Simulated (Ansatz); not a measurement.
**NbOF3: basis-set convergence**

How large a basis does NbOF3 need? Two functionals are run in growing sets.

Method: one geometry, several basis sets; program: Ansatz 0.2.0, Gaussian basis.

The runs, in order: PBE0-D4/def2-SVP; ωB97M-V/def2-SVP; PBE0-D4/def2-QZVPP; ωB97M-V/def2-QZVPP; the functionals' def2-TZVPP values are taken from earlier runs.

## 1. The relaxed structure

The geometry comes from an earlier relaxation with PBE0-D4 in a triple-zeta def2 set; it is a stationary point. Nb takes the def2 core potential; no spin-orbit term is included.

5 atoms, charge 0, spin multiplicity 1.

Atoms are counted from 1 here; the program's logs count them from 0.

Bond lengths: O1–Nb2 1.681 Å, Nb2–F3 1.856 Å, Nb2–F4 1.856 Å, Nb2–F5 1.856 Å. Angles: O1–Nb2–F3 107.8°, O1–Nb2–F4 107.8°, O1–Nb2–F5 107.8°, F3–Nb2–F4 111.1°, F3–Nb2–F5 111.1°, F4–Nb2–F5 111.1°.

## 2. PBE0-D4 in def2-SVP

File in.yaml:

```yaml
crystal:
  periodic: [false, false, false]
  atoms:
    - {symbol: O, position_ang: [0.515855, -0.924237, 1.316799]}
    - {symbol: Nb, position_ang: [0.011251, -0.017051, -0.004901]}
    - {symbol: F, position_ang: [-1.353745, 1.104467, 0.564612]}
    - {symbol: F, position_ang: [-0.591743, -1.196169, -1.305451]}
    - {symbol: F, position_ang: [1.468282, 0.959290, -0.612460]}
basis:
  gaussian: {orbitals: def2-SVP}
hamiltonian: {xc: pbe0, dispersion: d4}
output: {orbitals: {seedname: orbitals}}
```

Run with:

```
ansatz run in.yaml --threads 4 --pin off --events-out ev --progress --plain --max-ram 10444MiB
```

Further steps of the session: ωB97M-V in def2-SVP; PBE0-D4 in def2-QZVPP; ωB97M-V in def2-QZVPP.

Before running them: what should the planned runs give, taken together? Wanted: PBE0-D4: double and triple zeta above quadruple; ωB97M-V: double and triple zeta above quadruple.

The runs gave:

| quantity | value |
| --- | --- |
| PBE0-D4: double and triple zeta above quadruple | 13.74, 0.64 eV |
| ωB97M-V: double and triple zeta above quadruple | 13.97, 0.60 eV |

**Reading.** PBE0-D4 gains 13.10 eV from double to triple zeta, then 0.64 eV more. Total energies overstate the basis error of differences, where much of it tends to cancel.
